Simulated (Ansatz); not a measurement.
## FeNi3 (Awaruite) under changes of volume

One of the cells (11.138 Å³/atom); the others are scaled copies at fixed shape and fractional positions:

```
Ni Fe
1.0
     3.54500    0.00000    0.00000
     0.00000    3.54500    0.00000
     0.00000    0.00000    3.54500
Ni Fe
3 1
Direct
  0.50000 0.50000 0.00000
  0.50000 0.00000 0.50000
  0.00000 0.50000 0.50000
  0.00000 0.00000 0.00000
```

```yaml
Program: Ansatz 0.2.0
Functional: PBEsol
Potentials_or_basis: all-electron LAPW, scalar-relativistic
Cutoff: 305 eV (chosen from the basis error)
Basis_error_allowed: 0.001 eV/atom
k_mesh: 8 × 8 × 8
Occupations: fermi-dirac, width 0.05 eV
Spin: collinear spin, ferromagnetic start
Starting_moments: "[1.0, 1.0, 1.0, 3.0] μB"
```

| volume (Å³/atom) | energy over the lowest point (meV/atom) | pressure (GPa) | moment (μB per cell) |
| --- | --- | --- | --- |
| 10.469 | 0.97 | 3.2 | 4.69 |
| 10.692 | 0.00 | -1.6 | 4.76 |
| 10.915 | ? | ? | ? |
| 11.138 | 15.78 | -9.4 | 4.88 |
| 11.360 | 31.22 | -12.7 | 4.93 |
| 11.583 | 50.98 | -15.7 | 4.97 |
| 11.806 | 74.57 | -18.3 | 5.01 |

Problem. What does the run at 10.915 Å³/atom give?

Solution. Energy over the lowest point 5.18 meV/atom; pressure -5.7 GPa; moment 4.82 μB per cell.

Worked out: A Birch-Murnaghan fit of order 3 (a polynomial in V^(-2/3)) to the other rows has its minimum at 10.61 Å³/atom with B0 = V·E''(V) = 219 GPa and B' = 4.7. It gives 5.16 meV/atom at 10.915 Å³/atom, against the run's 5.18, and -dE/dV = -5.8 GPa, against -5.7. A parabola through the other rows of the moment, of slope 0.268 μB per Å³/atom there, gives 4.82 μB, against the run's 4.82.

Energies are extrapolated to zero smearing.
